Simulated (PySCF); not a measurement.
# One shape, several levels: C3H10BN (SMILES CC(C)BN)

Aim: a comparison of 6 runs (B3LYP/6-31G*, B2PLYP/def2-SVP, PBE0/def2-SVP, r2SCAN/pcseg-1, wB97X/cc-pVDZ, BLYP/6-311+G**) of C3H10BN. Input form: a Python script.

The calculation is run with PySCF 2.14.0.

### 1 The system as given

C3H10BN has 15 atoms, charge 0, and is taken as a singlet. SMILES: `CC(C)BN`. The shape is that of a PBE0-D4/def2-TZVP optimisation. This is one conformer, not always the lowest.

Bond lengths: C1–C2 1.529 Å, C2–C3 1.529 Å, C2–B4 1.576 Å, B4–N5 1.390 Å, C1–H6 1.094 Å, C1–H7 1.095 Å, C1–H8 1.093 Å, C2–H9 1.099 Å, C3–H10 1.093 Å, C3–H11 1.095 Å, C3–H12 1.094 Å, B4–H13 1.204 Å, N5–H14 1.005 Å, N5–H15 1.007 Å. Some angles: C1–C2–C3 110.3°, C1–C2–B4 110.3°, C3–C2–B4 110.3°, C2–B4–N5 122.3°, C1–C2–H9 108.1°, C3–C2–H9 108.1°, B4–C2–H9 109.8°, C2–C1–H6 110.8°, C2–C1–H7 111.2°, C2–C1–H8 112.0°.

### 2 Energy and gradient at B3LYP/6-31G(d) (spherical functions) (run 1)

File input.py:

```python
from pyscf import gto, dft

mol = gto.M(
    atom='''
C     -1.474742    -2.670561    -0.675577
C      0.324088    -0.645341     0.330891
C      2.813991    -0.697309    -1.134970
B     -0.934470     2.046573     0.131147
N     -1.390272     3.544559     2.240837
H     -1.958134    -2.306978    -2.652987
H     -0.612271    -4.549138    -0.581280
H     -3.241636    -2.736323     0.393630
H      0.738316    -1.082057     2.319261
H      4.172893     0.675010    -0.400622
H      3.695926    -2.567004    -1.043129
H      2.501053    -0.255113    -3.130898
H     -1.538615     2.878242    -1.898230
H     -2.189059     5.265722     2.146729
H     -0.948643     3.003531     4.010377
''',
    max_memory=1860,
    basis='6-31g*',
    verbose=4,
    spin=0,
    charge=0,
    unit='bohr',
)

mf = dft.RKS(mol)
mf.xc = 'b3lyp'
mf.conv_tol = 1e-10
mf.grids.level = 5
mf.kernel()
if not mf.converged:
    mf = mf.newton().run(mf.mo_coeff, mf.mo_occ)

energy = mf.e_tot
print(f'total energy: {energy:.8f} hartree')
grad = mf.nuc_grad_method().kernel()
dip = mf.dip_moment()
pop, q = mf.mulliken_pop()
```

On the command line:

```
$ OMP_NUM_THREADS=1 python input.py
```

What it wrote:

```text
PySCF version 2.14.0

[... 83 lines left out ...]
converged SCF energy = -199.987027159976
total energy: -199.98702716 hartree
[... 12 lines left out ...]
Dipole moment(X, Y, Z, Debye): -0.25527,  0.94415,  1.61678
[... 106 lines left out ...]
charge of   14H =      0.31706
```

Run time: 94 s. Hardware: 1 thread of Intel Xeon at 2.50GHz (Skylake/Cascade Lake), shared host; peak memory 0.92 GiB.

### 3 A single-point energy at B2PLYP/def2-SVP (run 2)

File run.py:

```python
from pyscf import gto, dft, mp

mol = gto.M(
    atom='''
C     -1.474742    -2.670561    -0.675577
C      0.324088    -0.645341     0.330891
C      2.813991    -0.697309    -1.134970
B     -0.934470     2.046573     0.131147
N     -1.390272     3.544559     2.240837
H     -1.958134    -2.306978    -2.652987
H     -0.612271    -4.549138    -0.581280
H     -3.241636    -2.736323     0.393630
H      0.738316    -1.082057     2.319261
H      4.172893     0.675010    -0.400622
H      3.695926    -2.567004    -1.043129
H      2.501053    -0.255113    -3.130898
H     -1.538615     2.878242    -1.898230
H     -2.189059     5.265722     2.146729
H     -0.948643     3.003531     4.010377
''',
    max_memory=1860,
    unit='bohr',
    verbose=3,
    basis='def2-svp',
)

ks = dft.RKS(mol)
ks.xc = '0.53*HF + 0.47*B88, 0.73*LYP'
ks.grids.level = 5
ks.conv_tol = 1e-10
ks.kernel()
if not ks.converged:
    ks = ks.newton().run(ks.mo_coeff, ks.mo_occ)

pt = mp.MP2(ks, frozen=5).run()
e_tot = ks.e_tot + 0.27 * pt.e_corr
print('PT2 part  %.8f' % (0.27 * pt.e_corr))
print(f'total energy: {e_tot:.8f} hartree')
ks.analyze()
```

On the command line:

```
$ OMP_NUM_THREADS=1 python run.py
```

What it wrote:

```text
converged SCF energy = -199.373962598011
[... 12 lines left out ...]
MO #8   energy= -0.766376319511424 occ= 2
[... 13 lines left out ...]
MO #22  energy= 0.105905715659321  occ= 0
[... 13 lines left out ...]
MO #36  energy= 0.379978726653711  occ= 0
[... 13 lines left out ...]
MO #50  energy= 0.7592417015713    occ= 0
[... 13 lines left out ...]
MO #64  energy= 1.12653530825047   occ= 0
[... 13 lines left out ...]
MO #78  energy= 1.73365685771958   occ= 0
[... 13 lines left out ...]
MO #92  energy= 2.0554151968253    occ= 0
[... 13 lines left out ...]
MO #106 energy= 2.72468116244844   occ= 0
[... 13 lines left out ...]
MO #120 energy= 3.60326722716781   occ= 0
[... 16 lines left out ...]
Dipole moment(X, Y, Z, Debye): -0.24783,  0.92131,  1.59055
```

Run time: 79 s. Hardware: 1 thread of Intel Xeon at 2.50GHz (Skylake/Cascade Lake), shared host; peak memory 0.68 GiB.

Run 3 isn't shown in full; the table further down has it.

### 4 Energy and gradient at r2SCAN/pcseg-1 (run 4)

File job.py:

```python
import pyscf.grad
from pyscf import gto, dft

mol = gto.M(
    atom=[
    ('C', (-0.780400, -1.413200, -0.357500)),
    ('C', (0.171500, -0.341500, 0.175100)),
    ('C', (1.489100, -0.369000, -0.600600)),
    ('B', (-0.494500, 1.083000, 0.069400)),
    ('N', (-0.735700, 1.875700, 1.185800)),
    ('H', (-1.036200, -1.220800, -1.403900)),
    ('H', (-0.324000, -2.407300, -0.307600)),
    ('H', (-1.715400, -1.448000, 0.208300)),
    ('H', (0.390700, -0.572600, 1.227300)),
    ('H', (2.208200, 0.357200, -0.212000)),
    ('H', (1.955800, -1.358400, -0.552000)),
    ('H', (1.323500, -0.135000, -1.656800)),
    ('H', (-0.814200, 1.523100, -1.004500)),
    ('H', (-1.158400, 2.786500, 1.136000)),
    ('H', (-0.502000, 1.589400, 2.122200)),
],
    charge=0,
    max_memory=1860,
    spin=0,
    basis='pcseg-1',
    verbose=4,
)

mf = dft.RKS(mol, xc='r2scan')
mf.grids.level = 5
mf.conv_tol = 1e-10
mf.kernel()
if not mf.converged:
    mf = mf.newton().run(mf.mo_coeff, mf.mo_occ)

energy = mf.e_tot
print('E = %.10f Eh' % energy)
grad = mf.Gradients().kernel()
dip = mf.dip_moment()
pop, q = mf.mulliken_pop()
```

On the command line:

```
$ OMP_NUM_THREADS=1 python job.py
```

What it wrote:

```text
PySCF version 2.14.0

[... 88 lines left out ...]
converged SCF energy = -199.814514805158
[... 13 lines left out ...]
Dipole moment(X, Y, Z, Debye): -0.23799,  0.90393,  1.60683
[... 136 lines left out ...]
charge of   14H =      0.18060
```

Run time: 3.7 min. Hardware: 1 thread of Intel Xeon at 2.50GHz (Skylake/Cascade Lake), shared host; peak memory 1.3 GiB.

Run 5 isn't shown in full; the table further down has it.

### 5 Energy and forces at BLYP/6-311+G(d,p) (run 6)

File mol.xyz:

```xyz
15

C     -0.780400    -1.413200    -0.357500
C      0.171500    -0.341500     0.175100
C      1.489100    -0.369000    -0.600600
B     -0.494500     1.083000     0.069400
N     -0.735700     1.875700     1.185800
H     -1.036200    -1.220800    -1.403900
H     -0.324000    -2.407300    -0.307600
H     -1.715400    -1.448000     0.208300
H      0.390700    -0.572600     1.227300
H      2.208200     0.357200    -0.212000
H      1.955800    -1.358400    -0.552000
H      1.323500    -0.135000    -1.656800
H     -0.814200     1.523100    -1.004500
H     -1.158400     2.786500     1.136000
H     -0.502000     1.589400     2.122200
```

File run.py:

```python
import pyscf.grad
from pyscf import gto, dft

system = gto.M(
    atom='mol.xyz',
    charge=0,
    verbose=3,
    basis='6-311+g**',
    spin=0,
    max_memory=1860,
)

calc0 = dft.RKS(system, xc='blyp')
calc0.conv_tol = 1e-10
calc0.grids.level = 5
calc0.kernel()
if not calc0.converged:
    calc0 = calc0.newton().run(calc0.mo_coeff, calc0.mo_occ)

etot = calc0.e_tot
print('E = %.10f Eh' % etot)
grad = calc0.Gradients().kernel()
dip = calc0.dip_moment()
pop, q = calc0.mulliken_pop()
```

On the command line:

```
$ OMP_NUM_THREADS=1 python run.py
```

What it wrote:

```text
converged SCF energy = -199.92969521651
[... 9 lines left out ...]
Dipole moment(X, Y, Z, Debye): -0.21943,  0.84499,  1.52986
[... 186 lines left out ...]
charge of   14H =      0.22542
```

It took 4.3 min on 1 thread of Intel Xeon at 2.50GHz (Skylake/Cascade Lake), shared host; peak memory 2.3 GiB.

### 6 All runs side by side

```
run                               level      task  frozen core orbitals  energy (Eh)  dipole moment (D)  HOMO energy (eV)  LUMO energy (eV)  wall time
  1  B3LYP/6-31G* (spherical functions)  gradient                     –  -199.987027               1.89             -7.48              1.07       94 s
  2                     B2PLYP/def2-SVP    energy                     5  -199.602029               1.85             -9.15              2.40       79 s
  3                       PBE0/def2-SVP  gradient                     –  -199.593777               1.93             -7.85              0.99    2.6 min
  4                      r2SCAN/pcseg-1  gradient                     –  -199.814515               1.86             -6.87              0.20    3.7 min
  5                       wB97X/cc-pVDZ  gradient                     –  -199.942958               1.89            -10.25              3.24    4.3 min
  6                      BLYP/6-311+G**  gradient                     –  -199.929695               1.76             -6.56             -0.52    4.3 min
```

### 7 Summary of results

```
                       quantity          value
            run 6: total energy  -199.92970 Eh
           run 6: dipole moment         1.76 D
             run 6: HOMO energy       -6.56 eV
             run 6: LUMO energy       -0.52 eV
           run 6: HOMO–LUMO gap        6.04 eV
run 6: largest force on an atom     0.497 eV/Å
```

In words: The dipole moment (its size) runs from 1.76 D (BLYP/6-311+G**) to 1.93 D (PBE0/def2-SVP). The two ends differ in method and basis. The HOMO–LUMO gap runs from 6.04 eV (BLYP/6-311+G**) to 13.49 eV (wB97X/cc-pVDZ). Totals of different functionals can't be ranked against each other. All runs together took 18 min, the longest 4.3 min.
